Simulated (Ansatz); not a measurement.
# H3OSn: the cost of one run

Method: RKS PBE0-D4/def2-TZVP; program: Ansatz 0.2.0.

## Step 1: The starting structure

SMILES `[OH][SnH2+]`, 5 atoms, charge 1, spin multiplicity 1.

Atoms are counted from 1 here; the program's logs count them from 0.

Bond lengths: O1–Sn2 1.946 Å, O1–H3 0.984 Å, Sn2–H4 1.702 Å, Sn2–H5 1.711 Å. Angles: Sn2–O1–H3 117.3°, O1–Sn2–H4 107.4°, O1–Sn2–H5 118.1°, H4–Sn2–H5 134.5°.

Coordinates:

```xyz
5
charge 1, multiplicity 1
O     0.0928   -1.1199    0.7461
Sn   -0.2557    0.4934   -0.2852
H     1.0212   -1.4435    0.7786
H    -1.9222    0.8205   -0.1698
H     1.0638    1.2495   -1.0696
```

This geometry comes from a loose relaxation at PBE in a small basis, which is not shown.

## Step 3: Setting up the map

First coordinate, umbrella angle at Sn2 (between each of its bonds and their common axis; 90 is planar): 15 values from 66.0 to 114.0 °. Second coordinate, change of the bonds Sn2–O1, Sn2–H4, Sn2–H5, all alike: 15 values from −0.193 to 0.298 Å.

Nothing else is relaxed (all other coordinates rigid). Energies count from the relaxed molecule at the same level. Points are written as (first, second).

(The set-up runs are not shown.)

## Step 4: Point (83.1°, 0.228 Å)

The input, input.yaml:

```yaml
crystal:
  periodic: [false, false, false]
  atoms:
    - { symbol: O, position_ang: [0.188894, -1.125454, 1.043187] }
    - { symbol: Sn, position_ang: [-0.258489, 0.475193, -0.272021] }
    - { symbol: H, position_ang: [1.101989, -1.427201, 1.13394] }
    - { symbol: H, position_ang: [-2.067402, 0.994007, 0.022109] }
    - { symbol: H, position_ang: [1.24162, 1.443646, -0.956303] }
total_charge: 1
basis:
  gaussian: { orbitals: def2-TZVP }
hamiltonian:
  xc: pbe0
  dispersion: d4
output:
  forces: true
```

Command:

```
ansatz run input.yaml --threads 1 --pin off --max-ram 2560MiB --backend cpu --events-out ev --progress --plain --runs-dir out
```

**Question.** How long does this run take on 1 thread of Arm Neoverse N1, shared host, and how much memory does it need?

About 3.4 s, with a peak of 0.14 GiB.
